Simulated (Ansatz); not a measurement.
Write a Python script for Ansatz's Python interface that makes cell relaxations under several functionals of TiBeB, space group P-6m2. Settings (first run): LDA, PAW, cutoff 420 eV, 11×11×10 k-points, Fermi-Dirac smearing of 0.05 eV.

```yaml
crystal:
  lattice:
    - [3.27824, 0.00000, 0.00000]
    - [-1.63912, 2.83904, 0.00000]
    - [0.00000, 0.00000, 3.14291]
  atoms:
    - { symbol: Ti, position: [0.33333, 0.66667, 0.00000] }
    - { symbol: Be, position: [0.66667, 0.33333, 0.50000] }
    - { symbol: B, position: [0.00000, 0.00000, 0.50000] }
```

Script `lattice.py`:
```python
"""How the lattice of TiBeB depends on the functional."""

from dataclasses import dataclass

import ansatz as az
import numpy as np


@dataclass(frozen=True)
class RunConfig:
    ecut: int = 420
    smearing_width: float = 0.05
    mesh: tuple[int, ...] = (11, 11, 10)


opts = RunConfig()

def edges_and_angles(cell):
    cell = np.asarray(cell)
    a, b, c = np.linalg.norm(cell, axis=1)
    cosines = cell[1] @ cell[2] / (b * c), cell[0] @ cell[2] / (a * c), cell[0] @ cell[1] / (a * b)
    return (a, b, c, *np.degrees(np.arccos(cosines)))

lattice = az.Lattice.of(
    (3.27824, 0.0, 0.0),
    (-1.63912, 2.83904, 0.0),
    (0.0, 0.0, 3.14291),
)
sites = [
    ("Ti", (1 / 3, 2 / 3, 0.0)),
    ("Be", (2 / 3, 1 / 3, 0.5)),
    ("B", (0.0, 0.0, 0.5)),
]
system = az.Crystal(lattice=lattice)
for symbol, position in sites:
    system = system.atom(symbol, position)

model = (
    system.calculation()
    .basis(opts.ecut)  # a bare number is in eV
    .occupations(az.OccupationsMethod.FERMI_DIRAC, width=opts.smearing_width)
    .kpoints(*opts.mesh)  # sampling of the Brillouin zone
    .relax(cell=True, max_steps=40)
)

levels = [("lda", "none"), ("r2scan", "d4"), ("r2scan", "rvv10")]
print("level            a       b       c    alpha   beta  gamma  V/atom  steps")
for name, dispersion in levels:
    seen = []
    run = model.functional(name, dispersion=dispersion).session().plan()
    result = run.execute(on_event=lambda e: seen.append(e) if e["event"] == "relax_step" else None)
    cell = result.lattice.cell_ang
    label = name if dispersion == "none" else f"{name}+{dispersion}"
    print("{:13s} {:7.4f} {:7.4f} {:7.4f} {:6.2f} {:6.2f} {:6.2f}".format(label, *edges_and_angles(cell)), f"{abs(np.linalg.det(cell)) / len(result.lattice.sites):7.3f} {len(seen):5d}")
```

```console
$ python lattice.py
level            a       b       c    alpha   beta  gamma  V/atom  steps
lda            3.2312  3.2312  3.0791  90.00  90.00 120.00   9.280     7
DeckWarning: basis.ecutwfc = 420 eV is below the records' recommended 500 eV, and the density's cutoff is lower with it unless basis.ecutrho_ratio is high enough to keep the records' density cutoff: compare with a run at a higher cutoff
r2scan+d4      3.2578  3.2578  3.1442  90.00  90.00 120.00   9.633     4
r2scan+rvv10   3.2630  3.2630  3.1485  90.00  90.00 120.00   9.677     4
```
(Warnings from the package without file and line.)

From smallest to largest: LDA (9.28 Å³ an atom, -4.8 % against the start), r2SCAN+D4 (9.63 Å³ an atom, -1.2 % against the start) and r2SCAN+RVV10 (9.68 Å³ an atom, -0.7 % against the start). The spread is 4.3 % in volume.

What to keep in mind:
- The cutoff lies under the one recommended for these potentials in some of the runs.
- Spin is left out of this run.
- Forces vanish by symmetry, so the ions can't move, and the end may be a saddle.
- Dispersion corrections can be off by several per cent in the lattices of metals, and by several GPa in the pressure at a fixed cell.
- The structure comes from a database of computed cells and needn't be a stable or known phase.
- It ran for 83 s on 1 thread of Arm Neoverse V1 (shared host), peak memory 0.54 GiB.
